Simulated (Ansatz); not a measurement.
# BrCl (bromine chloride) at wB97M-V/def2-TZVPPD

Aim: the electronic atomisation energy of BrCl (bromine chloride) at wB97M-V/def2-TZVPPD, from 3 runs. 

The calculation is run with Ansatz 0.2.0.

35 further runs of the same task are left out: 35 set aside as unsound or not needed.

### Step 1. The system as given

BrCl: 2 atoms, total charge 0, spin state singlet. SMILES: `ClBr`. Geometry: the measured bond length.

Bond lengths: Cl1–Br2 2.136 Å.

### Step 2. The energy at wB97M-V/def2-TZVPPD

Input file molecule.yaml:

```yaml
crystal:
  periodic: [false, false, false]
  atoms:
    - {symbol: Cl, position_ang: [0.000000, 0.000000, 0.000000]}
    - {symbol: Br, position_ang: [0.000000, 0.000000, 2.136065]}
basis:
  gaussian:
    orbitals: def2-TZVPPD.json
hamiltonian:
  xc: {name: wB97M-V}
accuracy: high
output: {orbitals: {seedname: orbitals}}
```

The basis set def2-TZVPPD is read from a file made from the Basis Set Exchange's data (not shown).

Launch:

```console
$ ansatz run molecule.yaml --threads 1 --pin off --max-ram 3480MiB --events-out events.jsonl --progress --plain --runs-dir runs
```

The program printed:

```text
Warning: RAYON_NUM_THREADS=1 ignored (pool sized by the plan → 1); use --threads N
Functional definition: wB97M-V
  name "wB97M-V"
  parameter omega = 0.3/bohr
  parameter cx = 0.15
  parameter cx01 = 1.007
  parameter cx10 = 0.259
  parameter css00 = 0.443
  parameter css04 = -1.437
  parameter css10 = -4.535
  parameter css20 = -3.390
  parameter css43 = 4.278
  parameter cos00 = 1.000
  parameter cos10 = 1.358
  parameter cos20 = 2.924
  parameter cos21 = -8.812
  parameter cos60 = -1.390
  parameter cos61 = 9.142
  parameter b = 6.0
  parameter c = 0.01
  gx(w, u) = 1 - cx + cx01*u + cx10*w
  gss(w, u) = css00 + css04*u^4 + css10*w + css20*w^2 + css43*w^4*u^3
  gos(w, u) = cos00 + cos10*w + (cos20 + cos21*u)*w^2 + (cos60 + cos61*u)*w^6
  exchange = spin_sum(e_x_unif_sr(omega)*gx(b97_w, b97_u_x)) + cx*exact_x_sr(omega) + exact_x_lr(omega)
  correlation = spin_sum(e_c_pw_mod_same_spin*gss(b97_w, b97_u_same))
      + integral(e_c_pw_mod_opposite_spin*gos(b97_w_opposite, b97_u_opposite)) + vv10(b, c)
1351 factors; integrals over basis functions are off by at most 4.2e-9 eV
315 factors; integrals over basis functions are off by at most 2.6e-9 eV
mean field evaluation 1: about -82563.9131 eV, gradient 1.3e1 eV
mean field evaluation 2: about -82564.1369 eV, gradient 9.4e0 eV
mean field evaluation 4: about -82564.2638 eV, gradient 8.6e-1 eV
mean field evaluation 8: about -82564.3109 eV, gradient 2.2e-2 eV
mean field evaluation 16: about -82564.3109 eV, gradient 8.3e-6 eV
mean field -82564.31088108 eV, -3034.1824607799 hartree, gradient 8.8e-9 eV, S^2 0.000000; 0 other end points of the search recorded, 0 dependent functions left out
reference -82564.31088733 eV, -3034.1824610092 hartree; 26, 26 occupied and 82, 82 virtual orbitals, 1351 factors
Total energy: -82564.31088733 eV, -3034.1824610092 hartree
```

Wall time 44 s (1 thread of Arm Neoverse V1, shared host); peak memory 0.46 GiB.

### Step 3. The Br atom, same level

Input file in.yaml:

```yaml
basis:
  gaussian:
    orbitals: def2-TZVPPD.json
crystal:
  periodic: [false, false, false]
  atoms:
    - {symbol: Br, position_ang: [0.000000, 0.000000, 0.000000]}
magnetization:
  spin_polarized: true
  initial_magnetization: 1
hamiltonian:
  xc: {name: wB97M-V}
accuracy: high
```

The basis set def2-TZVPPD is read from a file made from the Basis Set Exchange's data (not shown).

Run the same way, it converges to -2573.96842 Eh (log not shown).

### Step 4. The Cl atom at the same level

Input file input.yaml:

```yaml
crystal:
  periodic: [false, false, false]
  atoms:
    - symbol: Cl
      position_ang: [0.000000, 0.000000, 0.000000]
basis:
  gaussian: {orbitals: def2-TZVPPD.json}
magnetization: {spin_polarized: true, initial_magnetization: 1}
hamiltonian: {xc: {name: wB97M-V}}
accuracy: high
```

The basis set def2-TZVPPD is read from a file made from the Basis Set Exchange's data (not shown).

Launch:

```console
$ ansatz run input.yaml --threads 1 --pin off --max-ram 3480MiB --events-out events.jsonl --progress --plain --runs-dir runs
```

The program printed, cut to the lines that bear on the results:

```text
Warning: RAYON_NUM_THREADS=1 ignored (pool sized by the plan → 1); use --threads N
Functional definition: wB97M-V
  name "wB97M-V"
[...]
  gx(w, u) = 1 - cx + cx01*u + cx10*w
  gss(w, u) = css00 + css04*u^4 + css10*w + css20*w^2 + css43*w^4*u^3
  gos(w, u) = cos00 + cos10*w + (cos20 + cos21*u)*w^2 + (cos60 + cos61*u)*w^6
[...]
      + integral(e_c_pw_mod_opposite_spin*gos(b97_w_opposite, b97_u_opposite)) + vv10(b, c)
487 factors; integrals over basis functions are off by at most 2.9e-9 eV
154 factors; integrals over basis functions are off by at most 1.8e-9 eV
[...]
mean field -12520.66951567 eV, -460.1261178861 hartree, gradient 2.8e-8 eV, S^2 0.752213; 0 other end points of the search recorded, 0 dependent functions left out
reference -12520.66952009 eV, -460.1261180486 hartree; 9, 8 occupied and 42, 43 virtual orbitals, 487 factors
Total energy: -12520.66952009 eV, -460.1261180486 hartree
```

Wall time 9.3 s (1 thread of Arm Neoverse V1, shared host); peak memory 0.24 GiB.

### Step 5. What came out

At wB97M-V/def2-TZVPPD:

```
                     quantity           value
       molecule: total energy  -3034.18246 Eh
        molecule: HOMO energy       -10.63 eV
        molecule: LUMO energy        -1.29 eV
      molecule: HOMO–LUMO gap         9.35 eV
        Br atom: total energy  -2573.96842 Eh
                Br atom: ⟨S²⟩           0.752
        Cl atom: total energy   -460.12612 Eh
                Cl atom: ⟨S²⟩           0.752
electronic atomisation energy        2.392 eV
```

What this shows: Taking the molecule apart into free atoms costs 2.39 eV (55 kcal/mol), before zero-point energy and without spin-orbit coupling.
